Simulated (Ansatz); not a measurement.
This script drives Ansatz 0.2.0, Python API.

`run_transition.py`
```python
'''Pressure at which two phases of Re cross.'''

import warnings

import ansatz as az
import numpy as np

FUNCTIONAL = 'PBEsol'
CUTOFF_EV = 500
KSPACING = 0.16
OCCUPATIONS = 'fermi_dirac'
WIDTH_EV = 0.1


def diamond(first, a):
    return az.Crystal.diamond(first, a=a)


def sc(a_site, a):
    return (
        az.Lattice.cubic(a)
        .space_group(221)
        .atom(a_site, [0, 0, 0])
    )


def solve(name, crystal, pressure=0.0):
    calc = (
        crystal.calculation()
        .functional(FUNCTIONAL)
        .basis(CUTOFF_EV)
        .kpoints(spacing=KSPACING)
        .occupations(OCCUPATIONS, width=WIDTH_EV)
    )
    calc = calc.relax(force_tolerance=0.02, max_steps=60, cell=True, pressure=pressure)
    return calc.run(threads=1)


def volume_per_atom(outcome):
    return abs(np.linalg.det(outcome.lattice.cell_ang)) / len(outcome.lattice.sites)

warnings.simplefilter('ignore', az.DeckWarning)

phases = {}
phases['diamond'] = diamond('Re', 5.35)
phases['sc'] = sc('Re', 2.53)

# H = E + PV, with 1 eV per cubic angstrom equal to 160.2 GPa
pressures = [0, 20, 40, 60]
enthalpy, volume = {name: [] for name in phases}, {name: [] for name in phases}
for p in pressures:
    for name, crystal in phases.items():
        o = solve(name, crystal, pressure=p)
        volume[name].append(volume_per_atom(o))
        enthalpy[name].append(o.report['energy_sigma0_ev'] / len(o.lattice.sites) + p * volume[name][-1] / 160.21766)
gap = np.array(enthalpy['sc']) - np.array(enthalpy['diamond'])
rows = [(p, va, vb, 1000 * d) for p, va, vb, d in zip(pressures, volume['diamond'], volume['sc'], gap)]
print('   P (GPa)  V diamond (A^3/atom)  V sc (A^3/atom)  H(sc) - H(diamond) (meV/atom)')
for row in rows:
    print(f'{row[0]:10d}  {row[1]:20.3f}  {row[2]:15.3f}  {row[3]:+29.1f}')
crossings = [p0 - g0 * (p1 - p0) / (g1 - g0) for p0, p1, g0, g1 in zip(pressures, pressures[1:], gap, gap[1:]) if g0 * g1 < 0]
print('crossing near', [round(float(p), 1) for p in crossings], 'GPa') if crossings else print('no crossing in this range')
```

It is started by `python run_transition.py`. How long does it take on 1 thread of Arm Neoverse V1, on a shared host, and how much memory does it need?

It took about 2 min, with a peak of 0.49 GiB, for 8 runs of the engine.

`python run_transition.py` gives:
```text
   P (GPa)  V diamond (A^3/atom)  V sc (A^3/atom)  H(sc) - H(diamond) (meV/atom)
         0                21.884           16.674                         -339.6
        20                20.065           15.657                         -935.0
        40                18.798           14.892                        -1451.9
        60                17.834           14.276                        -1917.4
no crossing in this range
```

At a fixed pressure a relaxation lowers the enthalpy F + PV, while F alone can rise. Spin-orbit coupling, which matters for elements this heavy, is left out. Only these two structures are compared, at zero temperature and with their symmetry kept; either may be hypothetical, and another phase may be lower than both. Differences under 10 to 15 meV an atom lie within the error of mesh and functional. The cells are prototypes set up for this calculation and needn't exist.
